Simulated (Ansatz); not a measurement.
**Alloy of Si and Ge (72 of 128 Si sites exchanged), 128 atoms**

How does this alloy cell relax, and what gap do PBEsol and HSE06 with spin–orbit coupling give?

Method: density functional theory in Ansatz 0.2.0, PAW datasets, plane waves.

**1. Starting point**

128 atoms (72 Ge, 56 Si); a = 15.751 Å, b = 15.751 Å, c = 15.751 Å, α = 60.00°, β = 60.00°, γ = 60.00°. All atoms were shaken off their sites by about 0.02 Å along each axis.

Plan of the steps: (2) PBEsol cell relaxation at the single k point (½, ½, ½), on 1 × NVIDIA GB200 with 8 threads of Arm Neoverse-V2; (3) HSE06 with spin–orbit coupling single point at the Γ point alone, on 1 × NVIDIA GB200 with 8 threads of Arm Neoverse-V2.

**2. Relaxing cell and atoms with PBEsol**

in.yaml reads:

```yaml
crystal:
  lattice:
    - [0.000000, 11.137518, 11.137518]
    - [11.137518, 0.000000, 11.137518]
    - [11.137518, 11.137518, 0.000000]
  atoms:
    - { symbol: Ge, position: [0.001234, 0.998655, 0.000648] }
    - { symbol: Ge, position: [0.499420, 0.001176, 0.999339] }
    - { symbol: Ge, position: [0.999001, 0.500604, 0.999454] }
    - { symbol: Ge, position: [0.249123, 0.249661, 0.254809] }
    - { symbol: Ge, position: [0.500364, 0.500627, 0.000043] }
    - { symbol: Ge, position: [0.498051, 0.501753, 0.501039] }
    - { symbol: Ge, position: [0.751161, 0.248775, 0.749799] }
    - { symbol: Ge, position: [0.251076, 0.748431, 0.749886] }
    - { symbol: Ge, position: [0.750191, 0.750380, 0.752300] }
    - { symbol: Ge, position: [0.062759, 0.062232, 0.062541] }
    - { symbol: Ge, position: [0.562600, 0.065379, 0.059732] }
    - { symbol: Ge, position: [0.062615, 0.563715, 0.063536] }
    - { symbol: Ge, position: [0.312424, 0.314280, 0.312410] }
    - { symbol: Ge, position: [0.064904, 0.561592, 0.561802] }
    - { symbol: Ge, position: [0.312697, 0.313152, 0.811964] }
    - { symbol: Ge, position: [0.811877, 0.311533, 0.813305] }
    - { symbol: Ge, position: [0.810713, 0.815721, 0.812113] }
    - { symbol: Ge, position: [0.999934, 0.003055, 0.250210] }
    - { symbol: Ge, position: [0.249959, 0.249494, 0.000692] }
    - { symbol: Ge, position: [0.747345, 0.250644, 0.000448] }
    - { symbol: Ge, position: [0.995762, 0.501379, 0.250943] }
    - { symbol: Ge, position: [0.250456, 0.751100, 0.000575] }
    - { symbol: Ge, position: [0.000383, 0.000281, 0.750048] }
    - { symbol: Ge, position: [0.250144, 0.249125, 0.500227] }
    - { symbol: Ge, position: [0.500472, 0.501776, 0.249147] }
    - { symbol: Ge, position: [0.751869, 0.248446, 0.500244] }
    - { symbol: Ge, position: [0.497786, 0.499255, 0.754067] }
    - { symbol: Ge, position: [0.063897, 0.561217, 0.312705] }
    - { symbol: Ge, position: [0.314102, 0.814182, 0.060170] }
    - { symbol: Ge, position: [0.062829, 0.061358, 0.812786] }
    - { symbol: Ge, position: [0.559463, 0.563558, 0.312976] }
    - { symbol: Ge, position: [0.812370, 0.810740, 0.063190] }
    - { symbol: Ge, position: [0.565027, 0.064461, 0.809218] }
    - { symbol: Ge, position: [0.814107, 0.312104, 0.562392] }
    - { symbol: Ge, position: [0.310313, 0.812242, 0.562545] }
    - { symbol: Ge, position: [0.814028, 0.809370, 0.563440] }
    - { symbol: Ge, position: [0.001210, 0.253457, 0.996635] }
    - { symbol: Ge, position: [0.247547, 0.001572, 0.250527] }
    - { symbol: Ge, position: [0.999996, 0.749298, 0.002191] }
    - { symbol: Ge, position: [0.999428, 0.251874, 0.496824] }
    - { symbol: Ge, position: [0.249237, 0.500993, 0.249712] }
    - { symbol: Ge, position: [0.499180, 0.251224, 0.499913] }
    - { symbol: Ge, position: [0.751694, 0.499792, 0.250516] }
    - { symbol: Ge, position: [0.750714, 0.999946, 0.750786] }
    - { symbol: Ge, position: [0.998524, 0.749338, 0.501408] }
    - { symbol: Ge, position: [0.252636, 0.499317, 0.750024] }
    - { symbol: Ge, position: [0.498436, 0.750107, 0.501081] }
    - { symbol: Ge, position: [0.312437, 0.064712, 0.309938] }
    - { symbol: Ge, position: [0.561065, 0.312176, 0.062972] }
    - { symbol: Ge, position: [0.062855, 0.813413, 0.059734] }
    - { symbol: Ge, position: [0.310157, 0.563422, 0.313701] }
    - { symbol: Ge, position: [0.562825, 0.813031, 0.062585] }
    - { symbol: Ge, position: [0.561496, 0.312389, 0.564021] }
    - { symbol: Ge, position: [0.811573, 0.561832, 0.312033] }
    - { symbol: Ge, position: [0.061736, 0.816343, 0.559601] }
    - { symbol: Ge, position: [0.561317, 0.811288, 0.564070] }
    - { symbol: Ge, position: [0.248590, 0.000631, 0.000350] }
    - { symbol: Ge, position: [0.999718, 0.248675, 0.250151] }
    - { symbol: Ge, position: [0.248952, 0.502357, 0.998443] }
    - { symbol: Ge, position: [0.253057, 0.997296, 0.501323] }
    - { symbol: Ge, position: [0.496975, 0.252992, 0.251275] }
    - { symbol: Ge, position: [0.749892, 0.501631, 0.996735] }
    - { symbol: Ge, position: [0.750909, 0.000490, 0.499711] }
    - { symbol: Ge, position: [0.001690, 0.747226, 0.250402] }
    - { symbol: Ge, position: [0.999113, 0.249220, 0.750443] }
    - { symbol: Ge, position: [0.251664, 0.498628, 0.497335] }
    - { symbol: Ge, position: [0.748962, 0.499313, 0.500744] }
    - { symbol: Ge, position: [0.311399, 0.063656, 0.561015] }
    - { symbol: Ge, position: [0.812045, 0.562434, 0.062316] }
    - { symbol: Ge, position: [0.812183, 0.063197, 0.560521] }
    - { symbol: Ge, position: [0.311875, 0.563195, 0.561709] }
    - { symbol: Ge, position: [0.564310, 0.311614, 0.811499] }
    - { symbol: Si, position: [0.000833, 0.998993, 0.498916] }
    - { symbol: Si, position: [0.501213, 0.998407, 0.500932] }
    - { symbol: Si, position: [0.752471, 0.250040, 0.247009] }
    - { symbol: Si, position: [0.000786, 0.497431, 0.500535] }
    - { symbol: Si, position: [0.250006, 0.750524, 0.250569] }
    - { symbol: Si, position: [0.248900, 0.252214, 0.749825] }
    - { symbol: Si, position: [0.752115, 0.749786, 0.250292] }
    - { symbol: Si, position: [0.061950, 0.061003, 0.564236] }
    - { symbol: Si, position: [0.563401, 0.563628, 0.061751] }
    - { symbol: Si, position: [0.563962, 0.061872, 0.563104] }
    - { symbol: Si, position: [0.813274, 0.311067, 0.313476] }
    - { symbol: Si, position: [0.309937, 0.811933, 0.313528] }
    - { symbol: Si, position: [0.564041, 0.560646, 0.564017] }
    - { symbol: Si, position: [0.811075, 0.813768, 0.312242] }
    - { symbol: Si, position: [0.314920, 0.812896, 0.810857] }
    - { symbol: Si, position: [0.500523, 0.999101, 0.248627] }
    - { symbol: Si, position: [0.752383, 0.747172, 0.001425] }
    - { symbol: Si, position: [0.499120, 0.998402, 0.748585] }
    - { symbol: Si, position: [0.999665, 0.499936, 0.749396] }
    - { symbol: Si, position: [0.249538, 0.749328, 0.501059] }
    - { symbol: Si, position: [0.746679, 0.752053, 0.501688] }
    - { symbol: Si, position: [0.061373, 0.063021, 0.311820] }
    - { symbol: Si, position: [0.311398, 0.311912, 0.063801] }
    - { symbol: Si, position: [0.564504, 0.062972, 0.310762] }
    - { symbol: Si, position: [0.813636, 0.312158, 0.064371] }
    - { symbol: Si, position: [0.313225, 0.312618, 0.562865] }
    - { symbol: Si, position: [0.061969, 0.563227, 0.812395] }
    - { symbol: Si, position: [0.563310, 0.559966, 0.815886] }
    - { symbol: Si, position: [0.499109, 0.249611, 0.002569] }
    - { symbol: Si, position: [0.751161, 0.000514, 0.250025] }
    - { symbol: Si, position: [0.499010, 0.748518, 0.999379] }
    - { symbol: Si, position: [0.249531, 0.997976, 0.752708] }
    - { symbol: Si, position: [0.748240, 0.500455, 0.747931] }
    - { symbol: Si, position: [0.061281, 0.314284, 0.062663] }
    - { symbol: Si, position: [0.811457, 0.060729, 0.315556] }
    - { symbol: Si, position: [0.063542, 0.313136, 0.562145] }
    - { symbol: Si, position: [0.311003, 0.063664, 0.812356] }
    - { symbol: Si, position: [0.813160, 0.061286, 0.812645] }
    - { symbol: Si, position: [0.312297, 0.562349, 0.813518] }
    - { symbol: Si, position: [0.814341, 0.562048, 0.811247] }
    - { symbol: Si, position: [0.750844, 0.001037, 0.998263] }
    - { symbol: Si, position: [0.501827, 0.748975, 0.249574] }
    - { symbol: Si, position: [0.501587, 0.249771, 0.750773] }
    - { symbol: Si, position: [0.999923, 0.749474, 0.750619] }
    - { symbol: Si, position: [0.500457, 0.749058, 0.749634] }
    - { symbol: Si, position: [0.311286, 0.063278, 0.063249] }
    - { symbol: Si, position: [0.812403, 0.061758, 0.060689] }
    - { symbol: Si, position: [0.063638, 0.311276, 0.311179] }
    - { symbol: Si, position: [0.309317, 0.562536, 0.065061] }
    - { symbol: Si, position: [0.563132, 0.313667, 0.312240] }
    - { symbol: Si, position: [0.062091, 0.814643, 0.312640] }
    - { symbol: Si, position: [0.063218, 0.312098, 0.811198] }
    - { symbol: Si, position: [0.567176, 0.811490, 0.312252] }
    - { symbol: Si, position: [0.811678, 0.562838, 0.564023] }
    - { symbol: Si, position: [0.063444, 0.810621, 0.811409] }
    - { symbol: Si, position: [0.563868, 0.813849, 0.813933] }
kpoints:
  mp_grid: { grid: [1, 1, 1], shift: [0.5, 0.5, 0.5] }
hamiltonian:
  xc: pbesol
scf:
  occupations: { method: fermi_dirac, width: 0.01 }
relax:
  f_tol: 0.03
  max_steps: 80
  escape_saddle: false
  adjacent_minimum: "off"
  cell: { fix: [shape] }
output:
  forces: true
  eigenvalues: true
  populations: true
```

Started as:

```sh
ansatz run in.yaml --threads 8 --pin off --max-ram 118750MiB --runs-dir r --events-out ev --progress --plain --backend cuda --devices 0, --max-vram 170GiB
```

The runs that follow: Single point with HSE06 with spin–orbit coupling.

Q: Predict the outcome of this session. Wanted: for each run, top filled to lowest empty.

The runs gave:

| level | time | k points | top filled to lowest empty (eV) |
| --- | --- | --- | --- |
| PBEsol, relaxation | 6.6 s (GPU) | (½, ½, ½) | 0.97 |
| HSE06 with spin–orbit coupling | 25 min (GPU) | Γ | 1.13 |

| quantity | value |
| --- | --- |
| relaxation | 4 recorded steps, 1.89 eV gained |
| largest shift | 0.10 Å (Ge4) |
| relaxed cell | a = 15.721 Å, b = 15.721 Å, c = 15.721 Å, α = 60.00°, β = 60.00°, γ = 60.00° |
| mean bonds | Ge–Ge 2.443, Ge–Si 2.400, Si–Si 2.367 Å |

Relaxation gains 1.89 eV, with shifts up to 0.10 Å (Ge4), while the volume changes by -0.6 %. The mean lengths of the listed bonds run from Si–Si 2.37 Å to Ge–Ge 2.44 Å. The relaxation ran on other k points, so part of any difference from the later rows can come from the mesh. With one k point the spacing samples only the states that fold onto it, so it can exceed the gap over the zone.
